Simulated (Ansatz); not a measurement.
# C₃H₄F₄O: a ladder of functionals and wavefunction methods

Aim: compute C₃H₄F₄O with functionals from several rungs and with coupled cluster. The yardstick is the atomisation energy at the CCSD(T) limit.

The runs use Ansatz 0.2.0, Gaussian basis; functionals in def2-TZVPP, the program's frozen cores in correlated methods.

Levels to be run: PBE-D4, r2SCAN-D4, PBE0-D4, B3LYP-D4, ωB97X-V, ωB97M-V, B2PLYP; CCSD(T)/def2-TZVPP; MP2/def2-QZVPP; extrapolation to the limit.

## Step 1: The relaxed structure

The geometry comes from an earlier relaxation with PBE0-D4 in a triple-zeta def2 set; it is a stationary point, not always the lowest conformer.

12 atoms, charge 0, spin multiplicity 1.

Atoms are counted from 1 here; the program's logs count them from 0.

Bond lengths: F1–C2 1.370 Å, C2–O3 1.385 Å, C2–H9 1.094 Å, C2–H10 1.090 Å, O3–C4 1.376 Å, C4–F5 1.371 Å, C4–C6 1.520 Å, C4–H11 1.095 Å, C6–F7 1.348 Å, C6–F8 1.348 Å, C6–H12 1.095 Å. Angles: F1–C2–O3 110.3°, F1–C2–H9 107.6°, F1–C2–H10 108.7°, O3–C2–H9 111.6°, O3–C2–H10 106.6°, H9–C2–H10 112.0°, C2–O3–C4 115.1°, O3–C4–F5 110.1°, O3–C4–C6 107.3°, O3–C4–H11 112.7°, F5–C4–C6 108.1°, F5–C4–H11 107.9°, C6–C4–H11 110.7°, C4–C6–F7 109.0°, C4–C6–F8 109.0°, C4–C6–H12 111.8°, F7–C6–F8 108.2°, F7–C6–H12 109.4° and more.

## Step 2: PBE-D4 (GGA)

File in.yaml:

```yaml
crystal:
  periodic: [false, false, false]
  atoms:
    - {symbol: F, position_ang: [-0.961837, 1.719500, -1.491171]}
    - {symbol: C, position_ang: [-1.512883, 0.586828, -0.952745]}
    - {symbol: O, position_ang: [-0.518287, -0.310456, -0.599135]}
    - {symbol: C, position_ang: [0.218568, 0.042174, 0.507886]}
    - {symbol: F, position_ang: [-0.505587, -0.189587, 1.649321]}
    - {symbol: C, position_ang: [1.446293, -0.853874, 0.537351]}
    - {symbol: F, position_ang: [2.226456, -0.565808, -0.523316]}
    - {symbol: F, position_ang: [2.149572, -0.598171, 1.658677]}
    - {symbol: H, position_ang: [-2.110026, 0.888821, -0.086992]}
    - {symbol: H, position_ang: [-2.117899, 0.096699, -1.715107]}
    - {symbol: H, position_ang: [0.509200, 1.098256, 0.502391]}
    - {symbol: H, position_ang: [1.176429, -1.914373, 0.512840]}
basis:
  gaussian: {orbitals: def2-TZVPP}
hamiltonian: {xc: pbe, dispersion: d4}
output: {forces: true, orbitals: {seedname: orbitals}}
```

Started as:

```console
$ ansatz run in.yaml --threads 2 --pin off --events-out ev --progress --plain --max-ram 22528MiB --backend cuda --devices 0, --max-vram 18GiB
```

After this run come: r2SCAN-D4 (meta-GGA); PBE0-D4 (hybrid); B3LYP-D4 (hybrid); ωB97X-V (range-separated); ωB97M-V (range-separated); B2PLYP (double hybrid); CCSD(T) in def2-TZVPP; MP2 in def2-QZVPP.

**Question.** What will the summary of the whole plan be? Wanted: atomisation energy, CCSD(T)/CBS; farthest; mean size of error, hybrid; mean size of error, range-separated; gap, smallest and largest; T1 diagnostic; triples share of the correlation energy.

As calculated:

```
                               quantity                                 value
        atomisation energy, CCSD(T)/CBS                             49.722 eV
    functionals within 0.249 eV (0.5 %)            B3LYP-D4, ωB97X-V, ωB97M-V
                               farthest                    PBE-D4 (+2.039 eV)
             mean size of error, hybrid                              0.259 eV
    mean size of error, range-separated                              0.218 eV
              gap, smallest and largest  8.12 eV (PBE-D4), 15.45 eV (ωB97X-V)
                          T1 diagnostic                                0.0120
triples share of the correlation energy                                 3.3 %
```

PBE-D4 is off by +2.039 eV. Double hybrids carry the basis error of their MP2 part in triple zeta, and no dispersion term here, so their miss is partly the set-up's. Misses under about 0.249 eV are within the doubt on the reference itself, which lacks core-valence correlation, relativity and higher excitations. Hartree-Fock recovers 69 % of the binding; the rest is correlation. Orbital gaps span 8.1 to 15.5 eV; exact exchange widens them.
